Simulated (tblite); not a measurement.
# C7H18BP: the cost of one run

Computed with tblite 0.8.0 and PySCF 2.14.0, with density-fitted response routines of our own, on a single molecule in the gas phase. Atoms are numbered from 0 throughout.

**1. The starting structure**

27 atoms, charge 0, multiplicity 1; geometry from: force field or distance geometry start.

Bonds of the start (Å): B0–P1 1.90, P1–C2 1.79, C2–C3 1.35, C2–C4 1.49, P1–C5 1.78, C5–C6 1.53, C5–C7 1.49, C7–C8 1.51, B0–H9 1.21, B0–H10 1.18, B0–H11 1.20, P1–H12 1.44, C3–H13 1.07, C3–H14 1.08, C4–H15 1.13, C4–H16 1.12, C4–H17 1.10, C5–H18 1.12, C6–H19 1.11, C6–H20 1.09, C6–H21 1.10, C7–H22 1.13, C7–H23 1.12, C8–H24 1.10, C8–H25 1.12, C8–H26 1.12.

**2. Optimising the geometry with GFN2-xTB**

Job settings and geometry (Å):

```
{"job": {"kind": "relax", "xc": "GFN2-xTB", "basis": "xTB"}, "charge": 0, "multiplicity": 1}
B     -1.395100     2.294500     0.284500
P     -0.569900     0.597400     0.510600
C     -1.651200    -0.695800    -0.079800
C     -2.659700    -0.356900    -0.910800
C     -1.505800    -2.129400     0.300600
C      0.984100     0.705600    -0.359300
C      1.935200     1.563800     0.478400
C      1.621600    -0.583900    -0.741700
C      1.933200    -1.478700     0.435100
H     -1.614000     2.375900    -0.898800
H     -0.615900     3.139800     0.547300
H     -2.432000     2.378400     0.872800
H     -0.328900     0.321400     1.898200
H     -2.750400     0.674000    -1.164300
H     -3.320000    -1.142700    -1.259900
H     -2.437300    -2.672600    -0.030400
H     -1.407900    -2.185800     1.413700
H     -0.662200    -2.641100    -0.177600
H      0.840500     1.316000    -1.291400
H      1.760200     1.251800     1.532600
H      2.986000     1.402000     0.217200
H      1.616000     2.609000     0.331800
H      2.612700    -0.336700    -1.215000
H      1.045200    -1.122000    -1.536500
H      2.944600    -1.329200     0.838100
H      1.155500    -1.374800     1.239000
H      1.895400    -2.553500     0.118800
```

Run with:

```console
> OMP_NUM_THREADS=1 python probes_run.py task.json out
```

The driver reads the jobs from task.json and runs them one after another.

**Question.** How long does this first job take on 1 thread of Arm Neoverse V2, shared host, and how much memory does it need?

About 1.1 s, with a peak of 0.18 GiB.
